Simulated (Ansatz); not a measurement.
**F2H2OSTi: up Jacob's ladder to CCSD(T)**

The task here is to estimate one member of a computed series from the others.

Computed with Ansatz 0.2.0, Gaussian basis. Level: functionals in def2-TZVPP, the program's frozen cores in correlated methods.

Levels to be run: PBE-D4, r2SCAN-D4, PBE0-D4, B3LYP-D4, ωB97X-V, ωB97M-V, B2PLYP; CCSD(T)/def2-TZVPP; CCSD(T)/def2-QZVPP; extrapolation to the limit.

### The relaxed structure

All runs share one geometry, relaxed beforehand with PBE0-D4 in a triple-zeta def2 set.

SMILES `[OH][Ti]([F])([F])[SH]`, 7 atoms, charge 0, spin multiplicity 1.

Atoms are counted from 1 here; the program's logs count them from 0.

Bond lengths: O1–Ti2 1.759 Å, O1–H6 0.958 Å, Ti2–F3 1.754 Å, Ti2–F4 1.752 Å, Ti2–S5 2.285 Å, S5–H7 1.348 Å. Angles: Ti2–O1–H6 141.9°, O1–Ti2–F3 111.7°, O1–Ti2–F4 112.5°, O1–Ti2–S5 104.5°, F3–Ti2–F4 108.7°, F3–Ti2–S5 110.3°, F4–Ti2–S5 109.2°, Ti2–S5–H7 91.3°.

As a file:

```xyz
7
charge 0, multiplicity 1
O    -1.6819    0.0147    0.3891
Ti   -0.0835   -0.1483   -0.3272
F     0.1465   -1.7319   -1.0464
F     0.2328    1.0715   -1.5440
S     1.3592    0.1440    1.4202
H    -2.3966    0.6423    0.5044
H     2.4235    0.0078    0.6039
```

Set-up of the first run:

File in.yaml:

```yaml
crystal:
  periodic: [false, false, false]
  atoms:
    - {symbol: O, position_ang: [-1.681890, 0.014695, 0.389134]}
    - {symbol: Ti, position_ang: [-0.083482, -0.148347, -0.327157]}
    - {symbol: F, position_ang: [0.146511, -1.731911, -1.046373]}
    - {symbol: F, position_ang: [0.232766, 1.071489, -1.544040]}
    - {symbol: S, position_ang: [1.359158, 0.143984, 1.420191]}
    - {symbol: H, position_ang: [-2.396572, 0.642306, 0.504369]}
    - {symbol: H, position_ang: [2.423509, 0.007784, 0.603887]}
basis:
  gaussian: {orbitals: def2-TZVPP}
hamiltonian: {xc: pbe, dispersion: d4}
output: {forces: true, orbitals: {seedname: orbitals}}
```

Run with:

```console
> ansatz run in.yaml --threads 2 --pin off --events-out ev --progress --plain --max-ram 22528MiB --backend cpu
```

Steps of the session up to this table: PBE-D4 (GGA); r2SCAN-D4 (meta-GGA); PBE0-D4 (hybrid); B3LYP-D4 (hybrid); ωB97X-V (range-separated); ωB97M-V (range-separated); B2PLYP (double hybrid).

One table of the session follows, with a row left open; its other results are not shown here.

It belongs to the step «Frontier levels by functional». 

| functional | HOMO (eV) | LUMO (eV) | gap (eV) |
| --- | --- | --- | --- |
| PBE-D4 | -6.71 | -3.47 | 3.24 |
| r2SCAN-D4 | -7.01 | -3.42 | 3.59 |
| PBE0-D4 | -7.96 | -2.53 | 5.43 |
| B3LYP-D4 | -7.72 | -2.81 | 4.91 |
| ωB97X-V | ? | ? | ? |
| ωB97M-V | -10.11 | -0.27 | 9.84 |

Estimate the missing values for ωB97X-V.

The run gave: HOMO (eV): -10.26; LUMO (eV): -0.27; gap (eV): 9.99. In the column «HOMO (eV)» it is the lowest.
